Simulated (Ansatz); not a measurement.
# B6Pb2O11: the cost of one run

All numbers below are computed with Ansatz 0.2.0 (DFT PBE, scalar-relativistic, plane waves, PAW).

## (1) The starting structure

The cell holds 19 atoms (B6O11Pb2): a = 6.333 Å, b = 6.301 Å, c = 6.455 Å, α = 89.95°, β = 87.29°, γ = 89.87°.

It is the last frame of an earlier stage of the same melt, run at 3400 K.

Coordinates:

```cif
data_structure
_symmetry_space_group_name_H-M 'P 1'
_symmetry_Int_Tables_number 1
_cell_length_a 6.3328
_cell_length_b 6.3010
_cell_length_c 6.4547
_cell_angle_alpha 89.950
_cell_angle_beta 87.290
_cell_angle_gamma 89.869
_cell_volume 257.28
loop_
_atom_site_label
_atom_site_type_symbol
_atom_site_fract_x
_atom_site_fract_y
_atom_site_fract_z
_atom_site_occupancy
Pb1 Pb 0.94911 0.63105 0.46601 1
Pb2 Pb 0.69080 0.31867 0.99350 1
O1 O 0.08417 0.07223 0.75035 1
O2 O 0.45878 0.53951 0.34169 1
O3 O 0.63268 0.13815 0.29546 1
O4 O 0.49821 0.19251 0.67210 1
O5 O 0.98634 0.63032 0.06867 1
O6 O 0.24837 0.04757 0.41064 1
O7 O 0.99923 0.14475 0.10749 1
O8 O 0.26636 0.65235 0.63519 1
O9 O 0.68916 0.78849 0.84554 1
O10 O 0.81919 0.31306 0.59060 1
O11 O 0.36537 0.13064 0.04511 1
B1 B 0.38213 0.06052 0.25976 1
B2 B 0.31655 0.10655 0.62579 1
B3 B 0.38298 0.62950 0.49350 1
B4 B 0.83377 0.75481 0.97918 1
B5 B 0.66030 0.24669 0.48705 1
B6 B 0.15066 0.10294 0.95710 1
```

## (2) A single point on the frame at 3400 K

The electrons keep the Fermi-Dirac width of that temperature.

Contents of input.yaml:

```yaml
crystal:
  lattice:
    - [6.33099, 0.007204, 0.151157]
    - [0.007204, 6.30101, 0.002716]
    - [0.151157, 0.002716, 6.452972]
  atoms:
    - { symbol: Pb, position: [0.949105837, 0.6310457452, 0.4660090188] }
    - { symbol: Pb, position: [0.6908005552, 0.3186711985, 0.9934960161] }
    - { symbol: O, position: [0.0841671014, 0.0722313638, 0.7503546903] }
    - { symbol: O, position: [0.4587782035, 0.5395148363, 0.3416874061] }
    - { symbol: O, position: [0.632683776, 0.1381461666, 0.2954619642] }
    - { symbol: O, position: [0.4982088741, 0.1925117628, 0.6721010215] }
    - { symbol: O, position: [0.9863397842, 0.6303157804, 0.0686678937] }
    - { symbol: O, position: [0.248370794, 0.0475686201, 0.4106388] }
    - { symbol: O, position: [0.9992328663, 0.1447488009, 0.1074936128] }
    - { symbol: O, position: [0.2663582844, 0.6523508284, 0.6351871945] }
    - { symbol: O, position: [0.6891556857, 0.7884923207, 0.8455442665] }
    - { symbol: O, position: [0.8191917824, 0.3130599947, 0.5905968034] }
    - { symbol: O, position: [0.3653700227, 0.1306437784, 0.0451053882] }
    - { symbol: B, position: [0.3821252907, 0.0605204585, 0.259757589] }
    - { symbol: B, position: [0.3165451167, 0.1065537237, 0.6257914272] }
    - { symbol: B, position: [0.3829769119, 0.6294983438, 0.4934980534] }
    - { symbol: B, position: [0.8337709106, 0.7548091097, 0.9791795215] }
    - { symbol: B, position: [0.6602964181, 0.2466943767, 0.4870525177] }
    - { symbol: B, position: [0.1506608522, 0.102940287, 0.9570970091] }
basis:
  ecutwfc: 420
kpoints:
  mp_grid: { grid: [3, 3, 3] }
hamiltonian:
  xc: pbe
scf:
  occupations: { method: fermi_dirac, width: 0.293 }
output:
  forces: true
  stress: true
  eigenvalues: true
  populations: true
  write_density: true
  write_potential: true
  elf: true
  volumetric_format: npy
```

Started as:

```
ansatz run input.yaml --threads 2 --pin off --max-ram 5120MiB --backend cpu --events-out ev --progress --plain --runs-dir out
```

Q: Estimate wall time and peak memory on 2 threads of Arm Neoverse V1, shared host.

About 34 s, with a peak of 0.64 GiB.
